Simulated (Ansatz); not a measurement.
# C₁₆H₄₈O₆Si₇: structure and electronic state

Aim: characterise C₁₆H₄₈O₆Si₇ as a singlet: its structure, frontier levels and distribution of charge.

Computed with Ansatz 0.2.0, Gaussian basis. Level: RKS PBE0-D4/def2-SVP.

The runs, in order: relaxation at PBE-D4/def2-SVP; a single point at PBE0-D4/def2-SVP.

**1. Where the work starts**

SMILES `C[Si](C)(C)O[Si](C)(C)O[Si](C)(C)O[Si](C)(C)O[Si](C)(C)O[Si](C)(C)O[Si](C)(C)C`, 77 atoms, charge 0, spin multiplicity 1.

Atoms are counted from 1 here; the program's logs count them from 0.

Bond lengths: C1–Si2 1.913 Å, C1–H30 1.086 Å, C1–H31 1.086 Å, C1–H32 1.086 Å, Si2–C3 1.905 Å, Si2–C4 1.900 Å, Si2–O5 1.641 Å, C3–H33 1.086 Å, C3–H34 1.085 Å, C3–H35 1.085 Å, C4–H36 1.086 Å, C4–H37 1.087 Å, C4–H38 1.086 Å, O5–Si6 1.621 Å, Si6–C7 1.898 Å, Si6–C8 1.900 Å, Si6–O9 1.633 Å, C7–H39 1.085 Å and more. Angles: Si2–C1–H30 112.1°, Si2–C1–H31 110.9°, Si2–C1–H32 111.4°, H30–C1–H31 107.2°, H30–C1–H32 107.5°, H31–C1–H32 107.5°, C1–Si2–C3 110.9°, C1–Si2–C4 109.7°, C1–Si2–O5 106.9°, C3–Si2–C4 114.2°, C3–Si2–O5 104.0°, C4–Si2–O5 110.7°, Si2–C3–H33 110.8°, Si2–C3–H34 110.6°, Si2–C3–H35 112.0°, H33–C3–H34 107.4°, H33–C3–H35 107.8°, H34–C3–H35 108.1° and more.

The start is a GFN2-xTB geometry.

**2. Optimising with PBE-D4/def2-SVP**

File in.yaml:

```yaml
crystal:
  periodic: [false, false, false]
  atoms:
    - {symbol: C, position_ang: [-3.593710, -3.560620, -1.631090]}
    - {symbol: Si, position_ang: [-3.310420, -1.953630, -0.633490]}
    - {symbol: C, position_ang: [-4.047450, -2.101340, 1.116490]}
    - {symbol: C, position_ang: [-1.466510, -1.497020, -0.664380]}
    - {symbol: O, position_ang: [-4.211100, -0.782500, -1.347360]}
    - {symbol: Si, position_ang: [-4.290470, 0.554200, -2.260170]}
    - {symbol: C, position_ang: [-3.698880, 0.148690, -4.017040]}
    - {symbol: C, position_ang: [-6.080960, 1.183910, -2.163290]}
    - {symbol: O, position_ang: [-3.295080, 1.709030, -1.675560]}
    - {symbol: Si, position_ang: [-2.839720, 2.666980, -0.449250]}
    - {symbol: C, position_ang: [-4.292730, 2.984740, 0.734320]}
    - {symbol: C, position_ang: [-2.135250, 4.254590, -1.212360]}
    - {symbol: O, position_ang: [-1.669560, 1.896190, 0.379080]}
    - {symbol: Si, position_ang: [-0.836740, 1.706880, 1.758840]}
    - {symbol: C, position_ang: [-0.843280, 3.322160, 2.762270]}
    - {symbol: C, position_ang: [-1.567270, 0.265590, 2.753160]}
    - {symbol: O, position_ang: [0.682160, 1.371630, 1.291130]}
    - {symbol: Si, position_ang: [2.221680, 1.407490, 1.810360]}
    - {symbol: C, position_ang: [2.301710, 0.779450, 3.603160]}
    - {symbol: C, position_ang: [2.919000, 3.165320, 1.628690]}
    - {symbol: O, position_ang: [3.011030, 0.382720, 0.835780]}
    - {symbol: Si, position_ang: [4.456220, -0.174320, 0.334140]}
    - {symbol: C, position_ang: [5.209600, 1.050560, -0.905870]}
    - {symbol: C, position_ang: [5.584070, -0.451680, 1.838050]}
    - {symbol: O, position_ang: [4.165730, -1.589370, -0.388130]}
    - {symbol: Si, position_ang: [4.050050, -3.077000, -1.051350]}
    - {symbol: C, position_ang: [5.525460, -4.099640, -0.406240]}
    - {symbol: C, position_ang: [2.377450, -3.832030, -0.541480]}
    - {symbol: C, position_ang: [4.171260, -2.883800, -2.942650]}
    - {symbol: H, position_ang: [-4.630780, -3.882370, -1.601430]}
    - {symbol: H, position_ang: [-3.330630, -3.419610, -2.675600]}
    - {symbol: H, position_ang: [-2.987810, -4.376690, -1.248510]}
    - {symbol: H, position_ang: [-5.102900, -2.353710, 1.070700]}
    - {symbol: H, position_ang: [-3.962620, -1.159240, 1.647190]}
    - {symbol: H, position_ang: [-3.549580, -2.865300, 1.704380]}
    - {symbol: H, position_ang: [-0.865890, -2.139480, -0.027150]}
    - {symbol: H, position_ang: [-1.067570, -1.571840, -1.672680]}
    - {symbol: H, position_ang: [-1.322030, -0.472030, -0.336860]}
    - {symbol: H, position_ang: [-2.680640, -0.226860, -3.998910]}
    - {symbol: H, position_ang: [-4.323800, -0.619300, -4.462830]}
    - {symbol: H, position_ang: [-3.724960, 1.011940, -4.672920]}
    - {symbol: H, position_ang: [-6.774580, 0.516750, -2.664740]}
    - {symbol: H, position_ang: [-6.405000, 1.278910, -1.131150]}
    - {symbol: H, position_ang: [-6.169270, 2.162540, -2.625940]}
    - {symbol: H, position_ang: [-5.111140, 3.502650, 0.244990]}
    - {symbol: H, position_ang: [-4.679530, 2.042420, 1.111680]}
    - {symbol: H, position_ang: [-3.992030, 3.582560, 1.588950]}
    - {symbol: H, position_ang: [-1.305210, 4.029980, -1.874430]}
    - {symbol: H, position_ang: [-1.767830, 4.921050, -0.438930]}
    - {symbol: H, position_ang: [-2.878470, 4.795950, -1.788920]}
    - {symbol: H, position_ang: [-0.483060, 4.150660, 2.159990]}
    - {symbol: H, position_ang: [-1.840870, 3.577090, 3.103900]}
    - {symbol: H, position_ang: [-0.204320, 3.247640, 3.636760]}
    - {symbol: H, position_ang: [-1.032010, 0.113390, 3.685050]}
    - {symbol: H, position_ang: [-2.608070, 0.449590, 3.000400]}
    - {symbol: H, position_ang: [-1.521870, -0.658800, 2.187230]}
    - {symbol: H, position_ang: [1.955450, -0.248940, 3.657250]}
    - {symbol: H, position_ang: [1.670820, 1.372800, 4.258150]}
    - {symbol: H, position_ang: [3.310310, 0.806620, 4.003390]}
    - {symbol: H, position_ang: [3.979570, 3.203840, 1.857000]}
    - {symbol: H, position_ang: [2.789680, 3.522260, 0.611680]}
    - {symbol: H, position_ang: [2.411850, 3.863540, 2.286190]}
    - {symbol: H, position_ang: [5.407660, 2.006080, -0.429430]}
    - {symbol: H, position_ang: [6.145000, 0.682430, -1.315850]}
    - {symbol: H, position_ang: [4.533660, 1.231720, -1.735960]}
    - {symbol: H, position_ang: [5.798640, 0.484390, 2.344460]}
    - {symbol: H, position_ang: [6.531040, -0.898330, 1.552890]}
    - {symbol: H, position_ang: [5.110470, -1.113760, 2.556420]}
    - {symbol: H, position_ang: [5.516020, -4.163950, 0.677400]}
    - {symbol: H, position_ang: [5.517900, -5.111850, -0.796830]}
    - {symbol: H, position_ang: [6.468900, -3.646420, -0.695540]}
    - {symbol: H, position_ang: [2.199780, -4.785690, -1.030440]}
    - {symbol: H, position_ang: [2.325960, -3.996950, 0.530950]}
    - {symbol: H, position_ang: [1.562580, -3.165480, -0.808230]}
    - {symbol: H, position_ang: [4.153780, -3.848060, -3.440720]}
    - {symbol: H, position_ang: [3.345530, -2.296940, -3.332100]}
    - {symbol: H, position_ang: [5.091590, -2.382400, -3.226670]}
basis:
  gaussian: {orbitals: def2-SVP, fitting: {mean_field: def2-universal-jkfit}}
hamiltonian: {xc: pbe, dispersion: d4}
scf: {lower_state_search: "off"}
output: {orbitals: {seedname: orbitals}}
relax: {f_tol: 0.03, max_steps: 70}
```

Started as:

```
$ ansatz run in.yaml --threads 2 --pin off --events-out ev --progress --plain --max-ram 32768MiB --backend cuda --devices 0, --max-vram 18GiB
```

After this run come: Single point, PBE0-D4/def2-SVP.

Q: Predict the results of all the runs planned. Wanted: point group; commonest bond, hydrogen aside; HOMO, LUMO at PBE0-D4/def2-SVP; dipole at PBE-D4/def2-SVP.

As calculated:

| quantity | value |
| --- | --- |
| point group | C1 |
| commonest bond, hydrogen aside | C–Si, 16 of mean length 1.880 Å |
| HOMO, LUMO at PBE0-D4/def2-SVP | -7.51, 0.89 eV |
| dipole at PBE-D4/def2-SVP | 1.50 D |

The molecule keeps its bonding pattern by the stored test; the atoms moved 2.43 Å (rms), and the angle Si22–O25–Si26 went from 173° to 144°. No usable vibrations, so a minimum isn't proven. The point group is read from a loosely relaxed geometry; soft torsions can leave it below the true symmetry.
